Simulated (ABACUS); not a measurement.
Input of an ABACUS 3.10.1 run:

INPUT

```
INPUT_PARAMETERS
suffix              WS
calculation         scf
basis_type          pw
pseudo_dir          ./
symmetry            1
dft_functional      pbe
ecutwfc             74
pseudo_rcut         7
nspin               1
nbands              14
ks_solver           dav
smearing_method     fd
smearing_sigma      0.00367493
scf_thr             1e-08
scf_nmax            100
mixing_type         broyden
mixing_beta         0.7
cal_force           1
cal_stress          1
kpar                4
```

The input STRU:

```
ATOMIC_SPECIES
W 183.8400 W.upf
S 32.0600 S.upf

LATTICE_CONSTANT
1.8897261246

LATTICE_VECTORS
3.4448484800 0.0000000000 0.0000000000
0.0000000000 3.4448484800 0.0000000000
0.0000000000 0.0000000000 3.4448484800

ATOMIC_POSITIONS
Direct

W
0.0
1
0.5000000000 0.5000000000 0.5000000000 1 1 1

S
0.0
1
0.0000000000 0.0000000000 0.0000000000 1 1 1
```

KPT

```
K_POINTS
0
Gamma
8 8 8 0 0 0
```

Potentials or basis: PseudoDojo NC SR 0.4.1 PBE standard, plane waves.

Run with:

```console
$ OMP_NUM_THREADS=1 mpirun -np 4 abacus > log
```

Estimate the pressure.

-35.6 GPa.

Predict the band gap on the k mesh.

none (metal or under the smearing width).

Caveat: a pressure of tens of GPa on the cell as given is suspect, and the run, the potentials or the cell itself is likely at fault. The run has no spin-orbit coupling, so splittings on W are missing.
